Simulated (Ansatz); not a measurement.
# CH2F3OSi (charge -1), SMILES O[SiH-]C(F)(F)F: a single point from an input written key by key

Computed with Ansatz's Python interface.

Interactive session:
```pycon
>>> import ansatz as az
>>> deck = {
...     "crystal": {
...         "periodic": [False, False, False],
...         "atoms": [
...             {"symbol": "O", "position_ang": [-1.9942, 0.0733, -0.2649]},
...             {"symbol": "Si", "position_ang": [-0.5589, -0.7594, -0.0773]},
...             {"symbol": "C", "position_ang": [1.0135, 0.1517, -0.2552]},
...             {"symbol": "F", "position_ang": [1.152, 0.6827, -1.4953]},
...             {"symbol": "F", "position_ang": [2.0884, -0.6463, -0.0409]},
...             {"symbol": "F", "position_ang": [1.0943, 1.1791, 0.6277]},
...             {"symbol": "H", "position_ang": [-2.1271, 0.8449, 0.3112]},
...             {"symbol": "H", "position_ang": [-0.668, -1.526, 1.1946]},
...         ],
...     },
...     "total_charge": -1,
...     "basis": {"gaussian": {"orbitals": "def2-SVP"}},
...     "hamiltonian": {"xc": "b3lyp"},
... }
>>> session = az.Session.from_dict(deck)
>>> data = session.plan(threads=1).execute().report
>>> print("reference energy %16.6f eV" % data["reference_energy_ev"])
reference energy    -19133.656080 eV
>>> print("total energy     %16.6f eV" % data["free_energy_ev"])
total energy        -19133.656080 eV
>>> print("occupied orbitals outside the frozen core (up, down):", data["n_occupied"], " frozen:", data["n_frozen"], " virtual:", data["n_virtual"])
occupied orbitals outside the frozen core (up, down): [29, 29]  frozen: 0  virtual: [69, 69]
>>> symbols = ["O", "Si", "C", "F", "F", "F", "H", "H"]
```

Reading the output:
- Total energies depend on the basis set; only differences at equal settings carry meaning.
- The geometry is a force-field or estimated start, not a minimum of this method, and the basis set is short of its limit.
- b3lyp holds the VWN-RPA fit, as in Gaussian; the form of ORCA and Turbomole is b3lyp5.
- Anions want diffuse functions, which this basis lacks.
- Finished in 2.8 s on 1 thread of Arm Neoverse V2 (shared host), peak memory 0.23 GiB.
